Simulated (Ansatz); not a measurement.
# RbAuBr3: the cost of one run

Computed with Ansatz 0.2.0, driven from Python. Level of theory: DFT r2SCAN+D3(BJ), plane waves, norm-conserving potentials.

### Step 1. The system

Symmetry: Pm-3m, No. 221, cubic system. Conventional cell: a = 5.437 Å, b = 5.437 Å, c = 5.437 Å, α = 90.00°, β = 90.00°, γ = 90.00°. Around Rb (site symmetry m-3m) lie 12 Br at 3.84 Å. Around Au (site symmetry m-3m) lie 6 Br at 2.72 Å. Around Br (site symmetry 4/mmm) lie 2 Au at 2.72 Å and 4 Rb at 3.84 Å.

No structure file is read: the coordinates are typed or built in the script.

### Step 2. The script

Input file run_vcrelax.py:

```python
"""Variable-cell relaxation of RbAuBr3."""

from dataclasses import dataclass

import ansatz
from ase import Atoms
from ase.io import write
import matplotlib.pyplot as plt
import numpy as np
from pymatgen.core import Lattice, Structure
from pymatgen.io.ase import AseAtomsAdaptor


@dataclass(frozen=True)
class Settings:
    mixing_beta: float = 0.4
    xc: str = "r2scan"
    vdw: str = "d3bj"
    filling: str = "cold"
    smearing_width: float = 0.1
    fmax: float = 0.1


cfg = Settings()

def edges_and_angles(cell):
    cell = np.asarray(cell)
    a, b, c = np.linalg.norm(cell, axis=1)
    cosines = cell[1] @ cell[2] / (b * c), cell[0] @ cell[2] / (a * c), cell[0] @ cell[1] / (a * b)
    return (a, b, c, *np.degrees(np.arccos(cosines)))

pmg_structure = Structure(
    Lattice([(5.43699, 0.0, 0.0), (0.0, 5.43699, 0.0), (0.0, 0.0, 5.43699)]),
    ["Rb", "Au", "Br", "Br", "Br"],
    [
        (0.5, 0.5, 0.5),
        (0.0, 0.0, 0.0),
        (0.5, 0.0, 0.0),
        (0.0, 0.0, 0.5),
        (0.0, 0.5, 0.0),
    ],
)
crystal = ansatz.Crystal.from_ase(AseAtomsAdaptor.get_atoms(pmg_structure))

# every cell quantity that the symmetry leaves free
calculation = (
    crystal.calculation()
    .pseudopotentials("nc")
    .mixing("msr1", ndim=4, beta=cfg.mixing_beta)
    .kpoints(4, shift=0.5)
    .functional(cfg.xc, dispersion=cfg.vdw)
    .occupations(cfg.filling, width=cfg.smearing_width)
    .relax(force_tolerance=cfg.fmax, cell=True)
    .band_table()
)
steps = []


def collect(event):
    if event["event"] == "relax_step":
        steps.append(event["data"])


outcome = calculation.session().plan().execute(on_event=collect)
r = outcome.report
print("step   energy (eV)     max comp. (eV/A)   P (GPa)  SCF")
for s in steps:
    print(f"{s['step']:4d} {s['lagrangian_ev']:15.5f} {s['allowed_force_max_ev_ang']:12.4f} {s['pressure_gpa']:10.3f} {s['n_scf']:5d}")

first, last = steps[0], steps[-1]
symbols = [site.symbol for site in outcome.lattice.sites]
print(f"energy gained {first['lagrangian_ev'] - last['lagrangian_ev']:.4f} eV in {len(steps) - 1} steps")
for label, vectors in (("before", first["cell_ang"]), ("after", outcome.lattice.cell_ang)):
    print(label, "a b c (A) {:.4f} {:.4f} {:.4f}  angles {:.2f} {:.2f} {:.2f}".format(*edges_and_angles(vectors)), f" V = {abs(np.linalg.det(vectors)):.3f} A^3")
print("final stress xx yy zz (GPa, compression positive):", np.round(np.diag(r["stress_gpa"]), 3) + 0.0)

relaxed = Atoms(symbols, positions=[site.position_ang for site in outcome.lattice.sites], cell=outcome.lattice.cell_ang, pbc=True)
write("relaxed.vasp", relaxed, format="vasp")

fig, (top, bottom) = plt.subplots(2, 1, sharex=True, figsize=(4.5, 4))
top.plot([s["lagrangian_ev"] - last["lagrangian_ev"] for s in steps], "o-")
top.set_ylabel("E - E(final) (eV)")
bottom.semilogy([max(s["allowed_force_max_ev_ang"], 1e-6) for s in steps], "s-")
bottom.set(xlabel="step", ylabel="largest force (eV/A)")
fig.tight_layout()
fig.savefig("relax.png", dpi=100)

print("%-22s %14.5f eV" % ("F = E - TS", r["free_energy_ev"]))
print("%-22s %14.5f eV" % ("E", r["internal_energy_ev"]))
print("%-22s %14.5f eV" % ("Harris-Foulkes", r["harris_foulkes_ev"]))
print("%-22s %14.5f eV" % ("Fermi level", r["fermi_energy_ev"]))

edges = r.get("band_edges_ev")
if edges:
    print(f"band edges on the mesh: {edges[0]:.3f} and {edges[1]:.3f} eV, gap {edges[1] - edges[0]:.3f} eV")
else:
    print("no band edges reported (a metal, or a gap too narrow for this smearing); Fermi level", round(r["fermi_energy_ev"], 3), "eV")

print("doubts on the final state:", r["published_state_doubts"] or "none")
print("warnings:", sorted({n["data"]["kind"] for n in outcome.notices if n["data"].get("severity") in ("warning", "doubt")}) or "none")
```

### Step 3. Running it

On the command line:

```bash
> python run_vcrelax.py
```

What time and memory should one allow on 1 thread of Arm Neoverse V2, shared host?

About 57 s, with a peak of 1.5 GiB.
